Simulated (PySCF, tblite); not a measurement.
**C₆H₆F₂: geometry, infrared bands and NMR shifts**

What infrared bands and NMR shifts should C₆H₆F₂ (`FC(F)=CC1=CCC1`) show?

The runs use tblite 0.8.0 and PySCF 2.14.0, with density-fitted response routines of our own; the level of theory stands in each step. All values are computed, except where a source is named. Atoms are numbered from 0 throughout.

### 1 The starting structure

14 atoms, charge 0, multiplicity 1; geometry from: force field or distance geometry start.

Bonds of the start (Å): F0–C1 1.36, C1–F2 1.34, C1–C3 1.33, C3–C4 1.55, C4–C5 1.35, C5–C6 1.51, C6–C7 1.55, C7–C4 1.51, C3–H8 1.09, C5–H9 1.08, C6–H10 1.10, C6–H11 1.09, C7–H12 1.09, C7–H13 1.09.

### 2 Optimising the geometry with GFN2-xTB

What the job is given:

```
{"job": {"kind": "relax", "xc": "GFN2-xTB", "basis": "xTB"}, "charge": 0, "multiplicity": 1}
F      3.761400     0.495500     0.033800
C      2.409300     0.650700     0.113700
F      1.906400     1.827700     0.513600
C      1.618900    -0.377000    -0.182000
C      0.071600    -0.334800    -0.100700
C     -0.889500    -1.244100    -0.364800
C     -2.013100    -0.291300    -0.033400
C     -0.912300     0.754900     0.266200
H      2.074300    -1.325700    -0.479700
H     -0.878400    -2.280900    -0.682000
H     -2.629800    -0.563900     0.836200
H     -2.684500    -0.035200    -0.856400
H     -0.949100     1.628000    -0.385100
H     -0.885900     1.095700     1.298500
```

On the command line:

```sh
$ OMP_NUM_THREADS=1 python probes_run.py task.json out
```

One launch serves the whole session: the jobs run in the order shown.

**Question.** This job is followed by: GFN2-xTB harmonic vibrations, gas phase; GIAO PBE0/pcSseg-1 NMR shielding, non-relativistic, gas phase. What will the session give for the following? strongest single infrared mode (GFN2-xTB); zero-point energy (GFN2-xTB); ¹³C shifts against TMS (PBE0/pcSseg-1); ¹H shifts against TMS (PBE0/pcSseg-1, means over atoms taken as alike); ¹⁹F shifts against CFCl3 (PBE0/pcSseg-1).

The runs gave:

```
                                                              quantity                                      value
                             strongest single infrared mode (GFN2-xTB)                      1722 cm⁻¹, 255 km/mol
                                          zero-point energy (GFN2-xTB)                              64.1 kcal/mol
                                ¹³C shifts against TMS (PBE0/pcSseg-1)  172.9, 145.8, 139.8, 84.8, 32.2, 30.5 ppm
¹H shifts against TMS (PBE0/pcSseg-1, means over atoms taken as alike)                 6.26, 5.19, 2.80, 2.58 ppm
                              ¹⁹F shifts against CFCl3 (PBE0/pcSseg-1)                           -82.1, -83.5 ppm
```

**Reading.** The optimisation took 31 steps and gained 0.358 eV; among the close pairs (by a distance rule), C3–C4 changed most, from 1.550 to 1.435 Å. No mode is imaginary among the 36: a minimum at this level. The strongest single mode, at 1722 cm⁻¹, moves mainly C1 and C3. Unscaled tight-binding wavenumbers are off by several per cent, some by more. Its intensities can rank the bands wrongly. At PBE0/pcSseg-1: Shielding is most anisotropic at C4 (span 216 ppm, paramagnetic term -215 ppm).
